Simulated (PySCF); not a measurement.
# C₄H₄F₂O: geometry, spin-spin couplings

What spin-spin couplings should C₄H₄F₂O (`F[C@@H]1C=CO[C@@H]1F`) show?

Computed with PySCF 2.14.0, with density-fitted response routines of our own, on a single molecule in the gas phase. Atoms count from 0, in the outputs and in this text.

## 1. The molecule as given

11 atoms, charge 0, multiplicity 1; geometry from: GFN2-xTB. The atoms were then displaced at random by about 0.01 Å, so the start is not that level's minimum.

Bonds of the start (Å): F0–C1 1.40, C1–C2 1.50, C2–C3 1.34, C3–O4 1.37, O4–C5 1.39, C5–F6 1.37, C5–C1 1.56, C1–H7 1.08, C2–H8 1.05, C3–H9 1.04, C5–H10 1.10.

## 2. Geometry optimisation at PBE0-D3(BJ)/def2-SVP

Job settings and geometry (Å):

```
{"job": {"xc": "PBE0", "basis": "def2-SVP", "d3": "d3bj", "grid": 1, "shake": 0.01, "kind": "geom"}, "charge": 0, "multiplicity": 1}
F     -0.126620    -1.835030     0.983550
C     -0.507250    -0.799080     0.129310
C      0.487430    -0.544750    -0.961930
C      0.898320     0.734410    -0.901230
O      0.231240     1.451110     0.064030
C     -0.500700     0.579950     0.866140
F      0.134890     0.454310     2.078210
H     -1.481020    -1.048050    -0.259280
H      0.858930    -1.297380    -1.597390
H      1.543460     1.292840    -1.497390
H     -1.500570     0.985840     1.080310
```

Command:

```sh
$ OMP_NUM_THREADS=1 python probes_run.py task.json out
```

One launch serves the whole session: the jobs run in the order shown.

What it wrote:

```text
step   0  E = -428.92930463  max force = 0.048621
step   1  E = -428.92027958  max force = 0.058776
step   2  E = -428.93138068  max force = 0.016271
step   3  E = -428.93477733  max force = 0.006153
step   4  E = -428.93477281  max force = 0.009132
step   5  E = -428.93506920  max force = 0.001252
step   6  E = -428.93508858  max force = 0.000458
step   7  E = -428.93509471  max force = 0.000133
optimisation converged
```

Run time: 58 s. Hardware: 1 thread of Arm Neoverse V1, shared host; peak memory 0.5 GiB.

Relaxation path: (the energy doesn't fall at every step)

| step | energy from step 0 (eV) | largest force component (eV/Å) |
| --- | --- | --- |
| 0 | 0.0000 | 2.5002 |
| 1 | 0.2456 | 3.0224 |
| 2 | -0.0565 | 0.8367 |
| 3 | -0.1489 | 0.3164 |
| 4 | -0.1488 | 0.4696 |
| 5 | -0.1569 | 0.0644 |
| 6 | -0.1574 | 0.0236 |
| 7 | -0.1576 | 0.0068 |

Close pairs (by a distance rule), those that changed most:

| bond | before (Å) | after (Å) | change (Å) |
| --- | --- | --- | --- |
| C3–H9 | 1.041 | 1.090 | +0.049 |
| C2–H8 | 1.053 | 1.088 | +0.035 |
| F0–C1 | 1.396 | 1.366 | -0.030 |
| C1–H7 | 1.078 | 1.105 | +0.028 |
| C5–F6 | 1.374 | 1.351 | -0.023 |
| C3–O4 | 1.375 | 1.362 | -0.013 |
| C2–C3 | 1.345 | 1.334 | -0.011 |
| C1–C5 | 1.564 | 1.553 | -0.011 |

The end geometry stands in the next job.

| at the end point | value |
| --- | --- |
| point group (found at 0.08 Å tolerance) | C1 |
| rotational constants (GHz, main isotopes) | 3.940, 3.200, 2.009 |
| dipole moment (D) | 2.64 |

## 3. J couplings: B3LYP/cc-pVTZ

Job settings and geometry (Å):

```
{"job": {"kind": "j", "xc": "B3LYP", "basis": "cc-pVTZ"}, "charge": 0, "multiplicity": 1}
F      1.132085    -0.290628     1.726397
C      0.135917    -0.478598     0.811007
C      0.613422    -0.884384    -0.546489
C      0.055494    -0.056500    -1.430577
O     -0.733229     0.913324    -0.889935
C     -0.584441     0.862066     0.502379
F      0.182052     1.898692     0.905982
H     -0.570961    -1.213184     1.238563
H      1.256650    -1.734819    -0.760690
H      0.113709    -0.041070    -2.519086
H     -1.578592     0.969266     0.961531
```

Level: B3LYP/cc-pVTZ indirect spin-spin coupling, non-relativistic, gas phase.

What it wrote:

```text
coarse grid: 10088 points
cycle   1  E = -429.7436785638  dE =  1.182e+00  |g| = 8.819e-01  |ddm| = 6.907e+00
cycle   2  E = -429.5714850475  dE =  1.722e-01  |g| = 1.393e+00  |ddm| = 2.710e+00
cycle   3  E = -429.8650056462  dE = -2.935e-01  |g| = 1.088e-01  |ddm| = 1.688e+00
cycle   4  E = -429.8665439678  dE = -1.538e-03  |g| = 6.525e-02  |ddm| = 2.345e-01
cycle   5  E = -429.8674628526  dE = -9.189e-04  |g| = 2.064e-02  |ddm| = 1.098e-01
cycle   6  E = -429.8675540524  dE = -9.120e-05  |g| = 6.756e-03  |ddm| = 3.602e-02
cycle   7  E = -429.8675627804  dE = -8.728e-06  |g| = 1.489e-03  |ddm| = 9.368e-03
final grid: 100736 points
cycle   8  E = -429.8608167332  dE = -7.351e-05  |g| = 8.495e-03  |ddm| = 8.141e-02
cycle   9  E = -429.8607994316  dE =  1.730e-05  |g| = 1.359e-02  |ddm| = 2.532e-02
cycle  10  E = -429.8608275960  dE = -2.816e-05  |g| = 7.439e-04  |ddm| = 1.571e-02
cycle  11  E = -429.8608276553  dE = -5.931e-08  |g| = 4.991e-04  |ddm| = 1.743e-03
cycle  12  E = -429.8608277085  dE = -5.318e-08  |g| = 1.487e-04  |ddm| = 8.134e-04
cycle  13  E = -429.8608277131  dE = -4.642e-09  |g| = 3.661e-05  |ddm| = 2.566e-04
cycle  14  E = -429.8608277133  dE = -2.525e-10  |g| = 9.423e-06  |ddm| = 4.915e-05
converged SCF energy = -429.8608277133

Indirect spin-spin couplings (Hz)
  i      j    bonds     total        FC       PSO       DSO        SD
  0 F    1 C    1   -249.460  -286.488    18.313     0.995    17.721
  0 F    2 C    2     14.887    15.533    -1.656     0.024     0.986
  0 F    3 C    3      8.478     7.798     1.186    -0.279    -0.227
  0 F    4 O    3      2.660     1.797     1.450     0.184    -0.771
  0 F    5 C    2      7.811    10.552    -4.090     0.149     1.199
  0 F    6 F    3     16.134    25.697   -17.517     0.522     7.432
  0 F    7 H    2     47.415    43.852     8.154    -0.808    -3.782
  0 F    8 H    3      1.587     0.554     1.132    -0.465     0.366
  0 F    9 H    4     -1.939    -2.412     1.378    -1.548     0.644
  0 F   10 H    3      0.762     1.523     0.476    -1.119    -0.118
  1 C    2 C    1     40.583    41.875    -1.611     0.319         -
  1 C    3 C    2      3.496     3.641    -0.205     0.061         -
  1 C    4 O    2      1.708     1.066     0.666    -0.024         -
  1 C    5 C    1     33.613    33.941    -0.714     0.386         -
  1 C    6 F    2      9.856    11.122    -2.847     0.119     1.462
  1 C    7 H    1    142.188   141.145    -0.299     1.342         -
  1 C    8 H    2      2.751     2.930    -0.019    -0.160         -
  1 C    9 H    3      7.321     7.435     0.345    -0.460         -
  1 C   10 H    2      6.217     6.305    -0.172     0.085         -
  2 C    3 C    1     97.097   105.364    -8.522     0.255         -
  2 C    4 O    2      2.336     1.090     1.233     0.013         -
  2 C    5 C    2      3.211     3.385    -0.245     0.071         -
  2 C    6 F    3      0.145     0.353    -0.273    -0.166     0.232
  2 C    7 H    2     -1.479    -1.373    -0.095    -0.012         -
  2 C    8 H    1    175.637   174.072     0.628     0.937         -
  2 C    9 H    2     10.758    11.884    -0.634    -0.492         -
  2 C   10 H    3      3.307     3.511     0.210    -0.413         -
  3 C    4 O    1     28.749    25.195     3.700    -0.146         -
  3 C    5 C    2      0.758     0.942    -0.214     0.031         -
  3 C    6 F    3     -3.424    -2.082    -0.196    -0.217    -0.929
  3 C    7 H    3      2.860     3.095     0.037    -0.271         -
  3 C    8 H    2      9.878    11.294    -1.018    -0.399         -
  3 C    9 H    1    184.391   183.480    -0.074     0.985         -
  3 C   10 H    3      5.512     5.750     0.286    -0.525         -
  4 O    5 C    1     26.637    24.578     2.244    -0.185         -
  4 O    6 F    2    -31.727   -14.642   -10.997    -0.006    -6.082
  4 O    7 H    3     -1.387    -1.542     0.019     0.136         -
  4 O    8 H    3     -2.587    -2.894    -0.006     0.313         -
  4 O    9 H    2    -19.859   -19.967    -0.011     0.119         -
  4 O   10 H    2    -13.638   -13.845     0.201     0.006         -
  5 C    6 F    1   -297.451  -302.286    -8.626     1.106    12.355
  5 C    7 H    2      7.376     7.407    -0.240     0.209         -
  5 C    8 H    3      5.613     5.707     0.327    -0.421         -
  5 C    9 H    3      7.536     7.657     0.432    -0.553         -
  5 C   10 H    1    171.916   171.092    -0.641     1.466         -
  6 F    7 H    3     15.526    17.120     0.238    -1.686    -0.146
  6 F    8 H    4     -0.719     0.027     0.944    -1.437    -0.253
  6 F    9 H    4      1.382     1.372     1.440    -1.456     0.027
  6 F   10 H    2     51.247    53.962     1.919    -0.813    -3.822
  7 H    8 H    3      2.171     2.277     0.802    -0.907         -
  7 H    9 H    4     -2.481    -2.141     1.476    -1.817         -
  7 H   10 H    3      5.127     4.913    -0.586     0.800         -
  8 H    9 H    3      2.685     2.966     0.768    -1.049         -
  8 H   10 H    4     -0.373    -0.025     1.682    -2.031         -
```

It took 86 s on 1 thread of Arm Neoverse V1, shared host; peak memory 0.95 GiB.

The basis is not made for couplings: without tight functions at the nuclei these values are rough.

Couplings of 1 Hz or more, nine at most for each number of bonds (isotopes 13C, 19F, 1H, 17O):

| pair | bonds | J (Hz) | Fermi contact (Hz) | dihedral (°) |
| --- | --- | --- | --- | --- |
| C5–F6 | 1 | -297.5 | -302.3 | – |
| F0–C1 | 1 | -249.5 | -286.5 | – |
| C3–H9 | 1 | 184.4 | 183.5 | – |
| C2–H8 | 1 | 175.6 | 174.1 | – |
| C5–H10 | 1 | 171.9 | 171.1 | – |
| C1–H7 | 1 | 142.2 | 141.1 | – |
| C2–C3 | 1 | 97.1 | 105.4 | – |
| C1–C2 | 1 | 40.6 | 41.9 | – |
| C1–C5 | 1 | 33.6 | 33.9 | – |
| F6–H10 | 2 | 51.2 | 54.0 | – |
| F0–H7 | 2 | 47.4 | 43.9 | – |
| O4–F6 | 2 | -31.7 | -14.6 | – |
| O4–H9 | 2 | -19.9 | -20.0 | – |
| F0–C2 | 2 | 14.9 | 15.5 | – |
| O4–H10 | 2 | -13.6 | -13.8 | – |
| C2–H9 | 2 | 10.8 | 11.9 | – |
| C3–H8 | 2 | 9.9 | 11.3 | – |
| C1–F6 | 2 | 9.9 | 11.1 | – |
| F0–F6 | 3 | 16.1 | 25.7 | 17 |
| F6–H7 | 3 | 15.5 | 17.1 | 136 |
| F0–C3 | 3 | 8.5 | 7.8 | -128 |
| C5–H9 | 3 | 7.5 | 7.7 | -173 |
| C1–H9 | 3 | 7.3 | 7.4 | -177 |
| C5–H8 | 3 | 5.6 | 5.7 | 174 |
| C3–H10 | 3 | 5.5 | 5.8 | -137 |
| H7–H10 | 3 | 5.1 | 4.9 | 14 |
| C3–F6 | 3 | -3.4 | -2.1 | 105 |
| H7–H9 | 4 | -2.5 | -2.1 | – |
| F0–H9 | 4 | -1.9 | -2.4 | – |
| F6–H9 | 4 | 1.4 | 1.4 | – |

The spin-dipole term was solved for some atoms only; pairs without it lack that part.

The response was solved for the nuclei of C, F, H alone, so couplings that need other nuclei can be missing.

Quadrupole couplings from the field gradients of the same density:

| atom | isotope | eQq/h (MHz) | η |
| --- | --- | --- | --- |
| O4 | 17O | -10.2 | 0.74 |

## 4. Spin-spin couplings: B3LYP/6-31G*

Settings changed since step 3:

```diff
@@ -1,2 +1,2 @@
-{"job": {"kind": "j", "xc": "B3LYP", "basis": "cc-pVTZ"}, "charge": 0, "multiplicity": 1}
+{"job": {"kind": "j", "xc": "B3LYP", "basis": "6-31G*"}, "charge": 0, "multiplicity": 1}
 F      1.132085    -0.290628     1.726397
```

Method: B3LYP/6-31G* indirect spin-spin coupling, non-relativistic, gas phase.

What it wrote:

```text
coarse grid: 10088 points
cycle   1  E = -429.5782193179  dE =  1.201e+00  |g| = 8.758e-01  |ddm| = 3.298e+00
cycle   2  E = -429.4121102081  dE =  1.661e-01  |g| = 1.342e+00  |ddm| = 1.617e+00
cycle   3  E = -429.7100595078  dE = -2.979e-01  |g| = 9.919e-02  |ddm| = 1.044e+00
cycle   4  E = -429.7117250658  dE = -1.666e-03  |g| = 5.318e-02  |ddm| = 1.346e-01
cycle   5  E = -429.7123430857  dE = -6.180e-04  |g| = 2.015e-02  |ddm| = 6.116e-02
cycle   6  E = -429.7124415406  dE = -9.845e-05  |g| = 4.835e-03  |ddm| = 2.205e-02
cycle   7  E = -429.7124459650  dE = -4.424e-06  |g| = 1.511e-03  |ddm| = 4.641e-03
final grid: 100736 points
cycle   8  E = -429.6801311453  dE = -1.538e-05  |g| = 7.400e-03  |ddm| = 1.742e-02
cycle   9  E = -429.6801178984  dE =  1.325e-05  |g| = 1.160e-02  |ddm| = 1.427e-02
cycle  10  E = -429.6801411874  dE = -2.329e-05  |g| = 5.884e-04  |ddm| = 8.755e-03
cycle  11  E = -429.6801412602  dE = -7.285e-08  |g| = 2.384e-04  |ddm| = 7.431e-04
cycle  12  E = -429.6801412713  dE = -1.113e-08  |g| = 1.099e-04  |ddm| = 2.912e-04
cycle  13  E = -429.6801412742  dE = -2.820e-09  |g| = 1.710e-05  |ddm| = 1.088e-04
cycle  14  E = -429.6801412742  dE = -5.161e-11  |g| = 7.988e-06  |ddm| = 1.932e-05
converged SCF energy = -429.6801412742

Indirect spin-spin couplings (Hz)
  i      j    bonds     total        FC       PSO       DSO        SD
  0 F    1 C    1   -215.225  -249.504    18.685     1.099    14.494
  0 F    2 C    2     16.504    16.900    -1.340     0.046     0.897
  0 F    3 C    3     16.991    16.425     1.062    -0.270    -0.227
  0 F    4 O    3      1.393     0.599     1.321     0.173    -0.701
  0 F    5 C    2     16.084    18.627    -3.821     0.168     1.110
  0 F    6 F    3     26.193    36.184   -16.115     0.573     5.550
  0 F    7 H    2     53.577    50.848     6.676    -0.632    -3.315
  0 F    8 H    3      1.942     1.186     0.862    -0.408     0.302
  0 F    9 H    4     -2.964    -3.029     0.990    -1.513     0.587
  0 F   10 H    3      0.795     1.628     0.327    -1.055    -0.104
  1 C    2 C    1     67.417    68.462    -1.365     0.321         -
  1 C    3 C    2      3.976     4.075    -0.159     0.060         -
  1 C    4 O    2      0.630     0.068     0.589    -0.028         -
  1 C    5 C    1     63.791    63.948    -0.542     0.385         -
  1 C    6 F    2     16.024    17.606    -3.000     0.141     1.277
  1 C    7 H    1    171.663   170.758    -0.498     1.403         -
  1 C    8 H    2      2.354     2.565    -0.061    -0.149         -
  1 C    9 H    3      5.960     6.156     0.259    -0.454         -
  1 C   10 H    2      7.429     7.453    -0.119     0.095         -
  2 C    3 C    1     96.106   103.541    -7.690     0.255         -
  2 C    4 O    2     -0.641    -1.703     1.052     0.010         -
  2 C    5 C    2      3.902     3.986    -0.156     0.072         -
  2 C    6 F    3      0.971     1.318    -0.391    -0.156     0.200
  2 C    7 H    2     -3.772    -3.693    -0.080     0.001         -
  2 C    8 H    1    182.082   180.896     0.156     1.030         -
  2 C    9 H    2      5.931     7.164    -0.752    -0.481         -
  2 C   10 H    3      3.154     3.400     0.162    -0.407         -
  3 C    4 O    1     14.466    11.607     3.015    -0.156         -
  3 C    5 C    2     -2.718    -2.579    -0.171     0.032         -
  3 C    6 F    3     -4.266    -3.040    -0.185    -0.205    -0.835
  3 C    7 H    3      6.503     6.749     0.021    -0.266         -
  3 C    8 H    2      5.521     6.921    -1.011    -0.390         -
  3 C    9 H    1    189.863   189.250    -0.465     1.078         -
  3 C   10 H    3      5.260     5.596     0.181    -0.517         -
  4 O    5 C    1     14.235    12.574     1.853    -0.192         -
  4 O    6 F    2    -39.673   -23.238   -10.873    -0.023    -5.539
  4 O    7 H    3     -1.712    -1.876     0.038     0.127         -
  4 O    8 H    3     -1.465    -1.819     0.051     0.303         -
  4 O    9 H    2    -18.114   -18.288     0.068     0.106         -
  4 O   10 H    2    -13.876   -14.026     0.155    -0.004         -
  5 C    6 F    1   -260.400  -265.422    -5.926     1.211     9.737
  5 C    7 H    2      7.612     7.557    -0.162     0.217         -
  5 C    8 H    3      4.831     4.989     0.257    -0.414         -
  5 C    9 H    3      7.262     7.510     0.297    -0.544         -
  5 C   10 H    1    190.557   189.768    -0.736     1.524         -
  6 F    7 H    3     16.079    17.946    -0.114    -1.618    -0.136
  6 F    8 H    4     -0.614     0.359     0.670    -1.403    -0.240
  6 F    9 H    4      1.446     1.812     1.026    -1.420     0.028
  6 F   10 H    2     58.727    61.776     0.890    -0.635    -3.305
  7 H    8 H    3      2.051     2.503     0.410    -0.862         -
  7 H    9 H    4     -3.245    -2.463     1.008    -1.789         -
  7 H   10 H    3      5.292     5.083    -0.634     0.843         -
  8 H    9 H    3      3.231     3.915     0.320    -1.004         -
  8 H   10 H    4     -0.815    -0.012     1.200    -2.004         -
  9 H   10 H    4     -0.682     0.176     1.295    -2.153         -
```

Run time: 17 s. Hardware: 1 thread of Arm Neoverse V1, shared host; peak memory 0.61 GiB.

The basis is not made for couplings: without tight functions at the nuclei these values are rough.

This run: J(C5,F6) -260.4 Hz, J(F0,C1) -215.2 Hz, J(C5,H10) 190.6 Hz.

## 5. Run by run: spin-spin couplings

Couplings (Hz), with basis size and wall time:

| run | C5–F6 | F0–C1 | C3–H9 | C2–H8 | C5–H10 | C1–H7 | C2–C3 | functions | time |
| --- | --- | --- | --- | --- | --- | --- | --- | --- | --- |
| B3LYP/cc-pVTZ | -297.5 | -249.5 | 184.4 | 175.6 | 171.9 | 142.2 | 97.1 | 266 | 86 s |
| B3LYP/6-31G* | -260.4 | -215.2 | 189.9 | 182.1 | 190.6 | 171.7 | 96.1 | 106 | 17 s |

## 6. Summary of results

| quantity | value |
| --- | --- |
| point group | C1 |
| rotational constants (main isotopes) | 3.94, 3.20, 2.01 GHz |
| largest coupling of the table (B3LYP/cc-pVTZ) | 1J(C,F) C5–F6, -297.5 Hz |
| range of J(C5,F6), mean over like pairs | -297.5 to -260.4 Hz |

In words: The optimisation took 7 steps and gained 0.158 eV; among the close pairs (by a distance rule), C3–H9 changed most, from 1.041 to 1.090 Å. Of the pairs tabulated at B3LYP/cc-pVTZ, C5–F6 couples most strongly (-297.5 Hz; Fermi contact -302.3 Hz). Couplings across rotatable bonds belong to this one conformer; where others are populated, the observed values are averages. Density functionals describe couplings to fluorine poorly, F–F couplings above all, so those rows are rough. The coupling C5–F6, as a mean over pairs of its kind, runs from -297.5 Hz (B3LYP/cc-pVTZ) to -260.4 Hz (B3LYP/6-31G*). Couplings from bases without tight functions are rough.
